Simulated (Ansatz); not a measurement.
# TeH₄O (SMILES O.[TeH2]): a short trajectory

The task is to watch the atoms for 80 steps of 0.25 fs, started with velocities for 300 K and run at constant energy.

Program: Ansatz 0.2.0, Gaussian basis. Level of theory: PBE0-D4/def2-SVP. These are calculated values, not measurements.

**1. Where the work starts**

The start, a pair relaxed at PBE0-D4: 6 atoms, charge 0, spin multiplicity 1.

Atoms are counted from 1 here; the program's logs count them from 0.

Bond lengths: O1–H2 0.960 Å, O1–H3 0.960 Å, Te4–H5 1.663 Å, Te4–H6 1.651 Å. Angles: H2–O1–H3 105.5°, H5–Te4–H6 90.4°.

Geometry (Å):

```xyz
6

O     0.2879   -0.0476   -1.5872
H     0.2367    0.8017   -2.0322
H    -0.2840   -0.6348   -2.0873
Te   -0.6106    0.1706    1.3730
H    -0.5715    0.0983    3.0343
H     0.9414   -0.3881    1.2994
```

**2. The run**

md/in.yaml

```yaml
crystal:
  periodic: [false, false, false]
  atoms:
    - {symbol: O, position_ang: [0.287859, -0.047594, -1.587222]}
    - {symbol: H, position_ang: [0.236750, 0.801691, -2.032169]}
    - {symbol: H, position_ang: [-0.284005, -0.634793, -2.087261]}
    - {symbol: Te, position_ang: [-0.610608, 0.170604, 1.372962]}
    - {symbol: H, position_ang: [-0.571482, 0.098343, 3.034328]}
    - {symbol: H, position_ang: [0.941386, -0.388150, 1.299364]}
basis:
  gaussian: {orbitals: def2-SVP}
hamiltonian: {xc: pbe0, dispersion: d4}
md: {n_steps: 80, timestep: 0.25, temperature: 300, ensemble: nve, seed: 841, initial_velocities: maxwell_boltzmann}
```

Launch:

```console
$ ansatz run in.yaml --threads 2 --pin off --events-out ev --progress --plain --max-ram 5222MiB
```

What does the calculation give? Wanted: temperature at the start; mean temperature, second half; lowest and highest potential energy, from the first frame; largest change of potential + kinetic.

As calculated:

| quantity | value |
| --- | --- |
| length | 80 steps, 20.0 fs |
| temperature at the start | 300 K |
| mean temperature, second half | 182 K |
| lowest and highest potential energy, from the first frame | 0 and 96 meV |
| largest change of potential + kinetic | 0.3 meV |

What this shows: With no thermostat the total energy should stay fixed; it holds within 0.3 meV, small beside the kinetic energy, so the time step serves. The temperature runs between 115 and 300 K. No bond breaks or forms, judged by distance.
